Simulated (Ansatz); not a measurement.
# GdZnIn: the cost of one run

All numbers below are computed with Ansatz 0.2.0 (DFT PBEsol, scalar-relativistic, plane waves, PAW).

### Step 1. The system as given

The cell holds 17 atoms (Gd6In5Zn6): a = 8.048 Å, b = 8.048 Å, c = 8.499 Å, α = 61.74°, β = 61.74°, γ = 60.00°.

Coordinates:

```cif
data_structure
_symmetry_space_group_name_H-M 'P 1'
_symmetry_Int_Tables_number 1
_cell_length_a 8.0476
_cell_length_b 8.0476
_cell_length_c 8.4993
_cell_angle_alpha 61.743
_cell_angle_beta 61.743
_cell_angle_gamma 60.000
_cell_volume 399.17
loop_
_atom_site_label
_atom_site_type_symbol
_atom_site_fract_x
_atom_site_fract_y
_atom_site_fract_z
_atom_site_occupancy
Gd1 Gd 0.16887 0.17388 0.50247 1
Gd2 Gd 0.83398 0.83645 0.49917 1
Gd3 Gd 0.50776 0.50090 0.49266 1
Gd4 Gd 0.32786 0.32711 0.00018 1
Gd5 Gd 0.00493 0.01032 0.98486 1
Gd6 Gd 0.65945 0.66025 0.00346 1
In1 In 0.41667 0.08333 0.75000 1
In2 In 0.08333 0.75000 0.75000 1
In3 In 0.25000 0.58333 0.25000 1
In4 In 0.91667 0.25000 0.25000 1
In5 In 0.58333 0.91667 0.25000 1
Zn1 Zn 0.91667 0.58333 0.25000 1
Zn2 Zn 0.58333 0.25000 0.25000 1
Zn3 Zn 0.25000 0.91667 0.25000 1
Zn4 Zn 0.08378 0.41525 0.74290 1
Zn5 Zn 0.74005 0.08987 0.74446 1
Zn6 Zn 0.41475 0.73699 0.75495 1
```

The host was relaxed before at PBEsol: a = 4.646 Å, b = 4.646 Å, c = 7.117 Å, α = 90.00°, β = 90.00°, γ = 120.00° (conventional cell), 22.176 Å³/atom.

Places, in fractions of the supercell: a vacancy on In at (0.750, 0.417, 0.750). Its neighbours start displaced at random, with a spread of 0.05 Å in each coordinate.

### Step 2. The perfect crystal in the supercell of 18 atoms

input.yaml reads:

```yaml
crystal:
  lattice:
    - [6.9694433795, -4.0238100169, 0.0]
    - [-4.9e-09, -8.0476200253, 0.0]
    - [2.3231477915, -4.0238100141, -7.116942967]
  atoms:
    - { symbol: Gd, position: [0.1666666667, 0.1666666667, 0.5], spin: 7.83 }
    - { symbol: Gd, position: [0.8333333333, 0.8333333333, 0.5], spin: 7.83 }
    - { symbol: Gd, position: [0.5, 0.5, 0.5], spin: 7.83 }
    - { symbol: Gd, position: [0.3333333333, 0.3333333333, 0.0], spin: 7.83 }
    - { symbol: Gd, position: [0.0, 0.0, 0.0], spin: 7.83 }
    - { symbol: Gd, position: [0.6666666667, 0.6666666667, 0.0], spin: 7.83 }
    - { symbol: In, position: [0.75, 0.4166666667, 0.75] }
    - { symbol: In, position: [0.4166666667, 0.0833333333, 0.75] }
    - { symbol: In, position: [0.0833333333, 0.75, 0.75] }
    - { symbol: In, position: [0.25, 0.5833333333, 0.25] }
    - { symbol: In, position: [0.9166666667, 0.25, 0.25] }
    - { symbol: In, position: [0.5833333333, 0.9166666667, 0.25] }
    - { symbol: Zn, position: [0.9166666667, 0.5833333333, 0.25] }
    - { symbol: Zn, position: [0.5833333333, 0.25, 0.25] }
    - { symbol: Zn, position: [0.25, 0.9166666667, 0.25] }
    - { symbol: Zn, position: [0.0833333333, 0.4166666667, 0.75] }
    - { symbol: Zn, position: [0.75, 0.0833333333, 0.75] }
    - { symbol: Zn, position: [0.4166666667, 0.75, 0.75] }
basis:
  ecutwfc: 420
  xc_grid: 2
kpoints:
  mp_grid: { grid: [3, 3, 3], shift: [0.0, 0.0, 0.0] }
hamiltonian:
  xc: pbesol
scf:
  occupations: { method: gaussian, width: 0.05 }
  lower_state_search: "off"
output:
  forces: true
  stress: true
  eigenvalues: true
  populations: true
magnetization:
  spin_polarized: true
```

On the command line:

```console
$ ansatz run input.yaml --threads 8 --pin off --max-ram 14336MiB --backend cpu --events-out ev --progress --plain --runs-dir out
```

What time and memory should one allow on 8 threads of Intel Xeon 6975P-C (Granite Rapids), shared host?

About 8.3 s, with a peak of 2.7 GiB.
